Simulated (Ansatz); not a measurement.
**C₂H₈O₂Ti: one species, many methods**

The task here is to estimate one member of a computed series from the others.

Method: functionals in def2-TZVPP, the program's frozen cores in correlated methods; program: Ansatz 0.2.0, Gaussian basis.

The runs, in order: LDA (SPW92), PBE-D4, revPBE-D4, BLYP-D4, r2SCAN-D4, B97M-V, PBE0-D4, B3LYP-D4, r2SCANh-D4, r2SCAN0-D4, HSE06-D4, BHLYP-D4, CAM-B3LYP-D4, LC-ωPBE, ωB97X-V, ωB97M-V, B2PLYP, PBE-QIDH; CCSD(T)/def2-SVP; CCSD(T)/def2-TZVPP; MP2/def2-QZVPP; extrapolation to the limit; RPA on PBE.

### Structure used throughout

An earlier PBE0-D4 in a triple-zeta def2 set relaxation fixed the geometry.

SMILES `[CH3][Ti]([CH3])([OH])[OH]`, 13 atoms, charge 0, spin multiplicity 1.

Atoms are counted from 1 here; the program's logs count them from 0.

Bond lengths: C1–Ti2 2.068 Å, C1–H6 1.095 Å, C1–H7 1.094 Å, C1–H8 1.095 Å, Ti2–C3 2.068 Å, Ti2–O4 1.779 Å, Ti2–O5 1.779 Å, C3–H9 1.095 Å, C3–H10 1.094 Å, C3–H11 1.095 Å, O4–H12 0.954 Å, O5–H13 0.954 Å. Angles: Ti2–C1–H6 109.5°, Ti2–C1–H7 110.8°, Ti2–C1–H8 109.5°, H6–C1–H7 108.8°, H6–C1–H8 109.4°, H7–C1–H8 108.8°, C1–Ti2–C3 105.3°, C1–Ti2–O4 108.0°, C1–Ti2–O5 108.0°, C3–Ti2–O4 108.0°, C3–Ti2–O5 108.0°, O4–Ti2–O5 118.8°, Ti2–C3–H9 109.5°, Ti2–C3–H10 110.8°, Ti2–C3–H11 109.5°, H9–C3–H10 108.8°, H9–C3–H11 109.4°, H10–C3–H11 108.8° and more.

Set-up of the first run:

File in.yaml:

```yaml
crystal:
  periodic: [false, false, false]
  atoms:
    - {symbol: C, position_ang: [-1.717966, 0.571491, 0.153102]}
    - {symbol: Ti, position_ang: [0.179255, 0.000548, -0.440990]}
    - {symbol: C, position_ang: [1.139357, -0.586700, 1.294437]}
    - {symbol: O, position_ang: [0.020718, -1.426163, -1.491134]}
    - {symbol: O, position_ang: [1.014152, 1.438976, -1.071440]}
    - {symbol: H, position_ang: [-1.644111, 1.394924, 0.870614]}
    - {symbol: H, position_ang: [-2.310483, 0.903601, -0.704986]}
    - {symbol: H, position_ang: [-2.224505, -0.276789, 0.624426]}
    - {symbol: H, position_ang: [1.174238, 0.253387, 1.995399]}
    - {symbol: H, position_ang: [2.162652, -0.911251, 1.081784]}
    - {symbol: H, position_ang: [0.593250, -1.418378, 1.750946]}
    - {symbol: H, position_ang: [0.152380, -1.906885, -2.304192]}
    - {symbol: H, position_ang: [1.481465, 1.928641, -1.743268]}
basis:
  gaussian: {orbitals: def2-TZVPP}
hamiltonian: {xc: lda}
output: {orbitals: {seedname: orbitals}}
```

Launch:

```
ansatz run in.yaml --threads 4 --pin off --events-out ev --progress --plain --max-ram 11315MiB
```

Steps of the session up to this table: LDA; PBE-D4 (GGA); revPBE-D4 (GGA); BLYP-D4 (GGA); r2SCAN-D4 (meta-GGA); B97M-V (meta-GGA); PBE0-D4 (hybrid); B3LYP-D4 (hybrid); r2SCANh-D4 (hybrid); r2SCAN0-D4 (hybrid); HSE06-D4 (hybrid); BHLYP-D4 (hybrid); CAM-B3LYP-D4 (range-separated); LC-ωPBE (range-separated); ωB97X-V (range-separated); ωB97M-V (range-separated); B2PLYP (double hybrid); PBE-QIDH (double hybrid).

One of the session's tables, all rows but one given; the rest of the session is left out.

It belongs to the step «Orbital energies across the functionals». 

```
  functional  HOMO (eV)  gap (eV)
 LDA (SPW92)      -6.07      3.44
      PBE-D4      -5.96      3.59
   revPBE-D4      -5.91      3.63
     BLYP-D4      -5.85      3.58
   r2SCAN-D4      -6.27      4.10
      B97M-V      -6.39      4.27
     PBE0-D4      -7.40      6.22
    B3LYP-D4          ?         ?
  r2SCANh-D4      -6.81      5.09
  r2SCAN0-D4      -7.61      6.57
    HSE06-D4      -6.99      5.43
    BHLYP-D4      -8.75      8.90
CAM-B3LYP-D4      -8.86      8.85
     LC-ωPBE     -10.27     11.46
     ωB97X-V      -9.91     11.06
     ωB97M-V      -9.79     10.74
```

Q: Estimate the row for B3LYP-D4 from the others.

Worked estimate for «HOMO (eV)». Against the share of exact exchange, BLYP-D4 (0, -5.85), BHLYP-D4 (0.5, -8.75) give a slope of -5.80 per unit share; at 0.2 the line stands at -7.01.

**Answer.** HOMO (eV): -7.17; gap (eV): 5.68. In «HOMO (eV)» the line misses by +0.16.
